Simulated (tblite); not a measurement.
# C5H15B2N3: the cost of one run

Computed with tblite 0.8.0 and PySCF 2.14.0, with density-fitted response routines of our own, on a single molecule in the gas phase. Atoms are numbered from 0 throughout.

**1. The starting structure**

25 atoms, charge 0, multiplicity 1; geometry from: force field or distance geometry start.

Bonds of the start (Å): C0–C1 1.34, C1–C2 1.49, C1–B3 1.56, B3–N4 1.51, N4–C5 1.48, N4–B6 1.51, B6–N7 1.48, B6–N8 1.55, N8–C9 1.46, C0–H10 1.08, C0–H11 1.09, C2–H12 1.09, C2–H13 1.10, C2–H14 1.14, B3–H15 1.20, C5–H16 1.10, C5–H17 1.10, C5–H18 1.10, N7–H19 1.02, N7–H20 1.01, N8–H21 1.06, C9–H22 1.11, C9–H23 1.09, C9–H24 1.11.

**2. Geometry optimisation with GFN2-xTB**

The job: settings as JSON, then the geometry in Å.

```
{"job": {"kind": "relax", "xc": "GFN2-xTB", "basis": "xTB"}, "charge": 0, "multiplicity": 1}
C      2.682700    -1.424200     1.476000
C      2.209400    -0.664800     0.474200
C      3.010900     0.421400    -0.147300
B      0.768100    -0.957300    -0.039000
N      0.047000     0.110900    -0.820000
C     -0.320400    -0.410500    -2.157300
B     -1.262400     0.528300    -0.182700
N     -2.397500     0.828500    -1.076500
N     -1.658900     0.005300     1.217900
C     -2.292800     1.134200     1.888200
H      3.661500    -1.304800     1.910100
H      2.021600    -2.197700     1.875700
H      3.570200     0.041400    -1.006100
H      3.659000     0.921500     0.593700
H      2.233800     1.156900    -0.547700
H      0.592100    -2.086300    -0.391600
H      0.120800    -1.409600    -2.322700
H      0.037600     0.321400    -2.903600
H     -1.418700    -0.460800    -2.207700
H     -3.120400     0.114100    -1.180800
H     -2.409000     1.659400    -1.643000
H     -2.452500    -0.660900     1.019200
H     -2.585300     0.902600     2.936700
H     -1.547500     1.927200     1.922000
H     -3.160100     1.528000     1.321300
```

Command:

```sh
OMP_NUM_THREADS=1 python probes_run.py task.json out
```

This one command runs all jobs of the session in turn.

**Question.** How long does this first job take on 1 thread of Arm Neoverse N1, shared host, and how much memory does it need?

About 2.7 s, with a peak of 0.19 GiB.
